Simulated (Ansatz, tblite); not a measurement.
# The cluster Cd₁₃H₃₀S₁₃: one state, many levels

The task here is to estimate one member of a computed series from the others.

Computed with Ansatz 0.2.0, Gaussian basis. Level: as each input shows.

Levels to be run: GFN1-xTB, GFN2-xTB, PBE-D4/def2-TZVP, r2SCAN-D4/def2-TZVP, PBE-D4/def2-SVP, PBE0-D4/def2-SVP.

1 further run of the same task is left out (set aside as unsound or not needed).

## The relaxed structure

The singlet was relaxed beforehand with r2SCAN-D4/def2-SVP.

56 atoms, charge 0, spin multiplicity 1.

Bond lengths: Cd1–S14 2.763 Å, Cd1–S15 2.705 Å, Cd1–S17 2.576 Å, Cd1–H27 1.689 Å, Cd2–S14 2.620 Å, Cd2–S16 2.755 Å, Cd2–S18 2.671 Å, Cd2–H28 1.691 Å, Cd3–S14 2.665 Å, Cd3–S19 2.690 Å, Cd3–H29 1.686 Å, Cd3–H30 1.991 Å, Cd4–S17 2.576 Å, Cd4–S19 2.705 Å, Cd4–S20 2.763 Å, Cd4–H31 1.689 Å, Cd5–S19 2.973 Å, Cd5–H30 1.762 Å and more. Angles: S14–Cd1–S15 91.7°, S14–Cd1–S17 93.6°, S14–Cd1–H27 113.0°, S15–Cd1–S17 100.5°, S15–Cd1–H27 115.6°, S17–Cd1–H27 133.2°, S14–Cd2–S16 99.6°, S14–Cd2–S18 86.5°, S14–Cd2–H28 132.6°, S16–Cd2–S18 94.8°, S16–Cd2–H28 109.7°, S18–Cd2–H28 125.6°, S14–Cd3–S19 96.4°, S14–Cd3–H29 125.4°, S14–Cd3–H30 87.1°, S19–Cd3–H29 124.2°, S19–Cd3–H30 88.1°, H29–Cd3–H30 124.8° and more.

Cd takes a core potential in the def2 sets. No spin-orbit coupling is included.

PBE0-D4/def2-TZVP was run before; its log isn't repeated, and its numbers join the tables.

Set-up of the first run:

Tight binding, by tblite at 300 K electronic temperature and without a spin-polarisation term:

```python
tblite.interface.Calculator('GFN1-xTB', numbers, positions, charge=0, uhf=0).singlepoint()
```

Tight binding, by tblite at 300 K electronic temperature and without a spin-polarisation term:

```python
tblite.interface.Calculator('GFN2-xTB', numbers, positions, charge=0, uhf=0).singlepoint()
```

start.molden holds the orbitals of an earlier run on this state, given as this run's starting guess.

The input, in.yaml:

```yaml
crystal:
  periodic: [false, false, false]
  atoms:
    - {symbol: Cd, position_ang: [-2.406947, -2.518528, -0.388809]}
    - {symbol: Cd, position_ang: [-2.473663, 1.009060, -3.875445]}
    - {symbol: Cd, position_ang: [-5.137877, 1.210855, -0.926601]}
    - {symbol: Cd, position_ang: [-2.518440, 0.392428, 2.406836]}
    - {symbol: Cd, position_ang: [-3.528753, 3.837736, -1.837105]}
    - {symbol: Cd, position_ang: [1.834423, -3.532187, -3.837598]}
    - {symbol: Cd, position_ang: [0.925802, -5.138568, -1.207292]}
    - {symbol: Cd, position_ang: [0.391393, -2.404007, 2.519877]}
    - {symbol: Cd, position_ang: [3.874211, -2.472254, -1.011491]}
    - {symbol: Cd, position_ang: [0.565918, 0.566506, -0.566726]}
    - {symbol: Cd, position_ang: [1.012078, 3.875680, 2.470757]}
    - {symbol: Cd, position_ang: [3.841133, 1.836300, 3.528416]}
    - {symbol: Cd, position_ang: [1.212459, 0.929373, 5.137214]}
    - {symbol: S, position_ang: [-3.462147, -0.550741, -2.016734]}
    - {symbol: S, position_ang: [-0.727824, -3.346722, -2.341696]}
    - {symbol: S, position_ang: [-0.433631, -0.600653, -4.791182]}
    - {symbol: S, position_ang: [-0.878941, -0.877964, 0.879121]}
    - {symbol: S, position_ang: [-1.020157, 2.129122, -1.935020]}
    - {symbol: S, position_ang: [-3.345877, 2.345285, 0.727901]}
    - {symbol: S, position_ang: [-0.549078, 2.018842, 3.461037]}
    - {symbol: S, position_ang: [-0.597053, 4.789698, 0.430020]}
    - {symbol: S, position_ang: [1.932144, -1.020485, -2.130053]}
    - {symbol: S, position_ang: [2.016843, -3.460043, 0.550912]}
    - {symbol: S, position_ang: [2.346195, -0.725203, 3.344604]}
    - {symbol: S, position_ang: [4.791031, -0.430286, 0.595370]}
    - {symbol: S, position_ang: [2.130579, 1.934776, 1.016911]}
    - {symbol: H, position_ang: [-3.557783, -3.649514, 0.111966]}
    - {symbol: H, position_ang: [-3.178203, 1.829452, -5.174886]}
    - {symbol: H, position_ang: [-6.744035, 0.905553, -0.516432]}
    - {symbol: H, position_ang: [-4.549470, 2.489913, -2.334067]}
    - {symbol: H, position_ang: [-3.649070, -0.107709, 3.558272]}
    - {symbol: H, position_ang: [-2.997190, 5.418050, -1.743837]}
    - {symbol: H, position_ang: [1.739183, -3.001575, -5.418023]}
    - {symbol: H, position_ang: [0.516852, -6.744804, -0.900997]}
    - {symbol: H, position_ang: [2.332207, -4.550550, -2.488571]}
    - {symbol: H, position_ang: [-0.108528, -3.552645, 3.653463]}
    - {symbol: H, position_ang: [5.173114, -3.178229, -1.831618]}
    - {symbol: H, position_ang: [1.833088, 5.175261, 3.174361]}
    - {symbol: H, position_ang: [5.421274, 1.741909, 2.996854]}
    - {symbol: H, position_ang: [0.907995, 0.518523, 6.743299]}
    - {symbol: H, position_ang: [2.493014, 2.335028, 4.547910]}
    - {symbol: H, position_ang: [-4.400399, -1.258424, -2.687163]}
    - {symbol: H, position_ang: [-1.569909, -4.266517, -2.867718]}
    - {symbol: H, position_ang: [-0.616977, -1.655560, -3.926131]}
    - {symbol: H, position_ang: [-1.145975, -1.180871, -5.786365]}
    - {symbol: H, position_ang: [-0.160572, 2.881349, -2.659489]}
    - {symbol: H, position_ang: [-4.264509, 2.873405, 1.569886]}
    - {symbol: H, position_ang: [-1.255696, 2.690797, 4.398953]}
    - {symbol: H, position_ang: [-1.653138, 3.925539, 0.615071]}
    - {symbol: H, position_ang: [-1.176241, 5.786394, 1.141051]}
    - {symbol: H, position_ang: [2.657351, -0.161532, -2.882309]}
    - {symbol: H, position_ang: [2.689387, -4.397312, 1.257900]}
    - {symbol: H, position_ang: [2.874378, -1.567618, 4.262882]}
    - {symbol: H, position_ang: [3.927513, -0.613552, 1.652100]}
    - {symbol: H, position_ang: [5.787268, -1.142419, 1.174166]}
    - {symbol: H, position_ang: [2.881233, 2.659655, 0.156228]}
basis:
  gaussian: {orbitals: def2-TZVP, fitting: {mean_field: def2-universal-jkfit}, initial_orbitals: start.molden}
hamiltonian: {xc: pbe, dispersion: d4}
scf: {omitted_lower_state_checks: [starts]}
output: {forces: true, orbitals: {seedname: orbitals}}
```

Run with:

```bash
ansatz run in.yaml --threads 11 --pin off --events-out ev --progress --plain --max-ram 174080MiB --backend cuda --devices 0, --max-vram 75GiB
```

Among the steps run: PBE-D4/def2-TZVP; r2SCAN-D4/def2-TZVP; PBE-D4/def2-SVP; PBE0-D4/def2-SVP.

One of the session's tables, all rows but one given; the rest of the session is left out.

It belongs to the step «Binding energy». 

| level | binding an atom (eV) |
| --- | --- |
| PBE-D4/def2-SVP | 2.207 |
| PBE-D4/def2-TZVP | 2.174 |
| r2SCAN-D4/def2-TZVP | 2.222 |
| PBE0-D4/def2-SVP | ? |
| PBE0-D4/def2-TZVP | 2.177 |

Q: Estimate the row for PBE0-D4/def2-SVP from the others.

As computed: binding an atom (eV): 2.205. In the column «binding an atom (eV)» it lies between PBE0-D4/def2-TZVP (2.177) and PBE-D4/def2-SVP (2.207).

Caveats from the session: Free atoms were run apart at each level; binding is atoms less cluster, divided by the number of atoms, without zero-point or spin-orbit terms.
